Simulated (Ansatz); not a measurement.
# Cl3FH3NSi: the cost of one run

Method: RKS PBE0-D4/cc-pVDZ, in Ansatz 0.2.0.

## (1) The structure to begin with

Bond lengths: Si1–F2 1.940 Å, Si1–Cl3 2.130 Å, Si1–Cl4 2.128 Å, Si1–Cl5 2.128 Å, Si1–N6 2.120 Å, N6–H7 1.060 Å, N6–H8 1.060 Å. Angles: F2–Si1–Cl3 109.4°, F2–Si1–Cl4 109.5°, F2–Si1–Cl5 109.5°, F2–Si1–N6 71.6°, Cl3–Si1–Cl4 109.5°, Cl3–Si1–Cl5 109.5°, Cl3–Si1–N6 178.9°, Cl4–Si1–Cl5 109.5°, Cl4–Si1–N6 70.0°, Cl5–Si1–N6 70.0°, Si1–N6–H7 120.0°, Si1–N6–H8 120.0°, H7–N6–H8 120.0°.

As a file:

```xyz
9

Si    0.0000    0.0000    0.0000
F     0.0000    0.0000    1.9400
Cl    2.0086    0.0000   -0.7093
Cl   -1.0032    1.7381   -0.7093
Cl   -1.0032   -1.7381   -0.7093
N    -2.0118    0.0000    0.6685
H    -2.7319   -0.6071    0.1822
H    -2.2977    0.6071    1.4890
H    -1.1911    0.0000    1.7191
```

## (2) A restrained relaxation towards end A

Springs on the bonds that form and break draw the guess towards this end; the thresholds are loose.

input.yaml

```yaml
crystal:
  periodic: [false, false, false]
  atoms:
    - { symbol: Si, position_ang: [0.0, 0.0, 0.0] }
    - { symbol: F, position_ang: [0.0, 0.0, 1.94] }
    - { symbol: Cl, position_ang: [2.0086, 0.0, -0.7093] }
    - { symbol: Cl, position_ang: [-1.0032, 1.7381, -0.7093] }
    - { symbol: Cl, position_ang: [-1.0032, -1.7381, -0.7093] }
    - { symbol: "N", position_ang: [-2.0118, 0.0, 0.6685] }
    - { symbol: H, position_ang: [-2.7319, -0.6071, 0.1822] }
    - { symbol: H, position_ang: [-2.2977, 0.6071, 1.489] }
    - { symbol: H, position_ang: [-1.1911, 0.0, 1.7191] }
basis:
  gaussian: { orbitals: cc-pVDZ }
hamiltonian:
  xc: pbe0
  dispersion: d4
relax:
  f_tol: 0.15
  max_steps: 25
  restrain:
    - { distance: [0, 5], at: 3.02, k: 30.0 }
    - { distance: [8, 1], at: 2.12, k: 30.0 }
    - { distance: [0, 1], at: 1.59, k: 30.0 }
    - { distance: [8, 5], at: 1.06, k: 30.0 }
```

Command:

```sh
> ansatz run input.yaml --threads 4 --pin off --max-ram 5120MiB --backend cpu --events-out ev --progress --plain --runs-dir out
```

What time and memory should one allow on 4 threads of Arm Neoverse V1, shared host?

About 23 s, with a peak of 0.33 GiB.
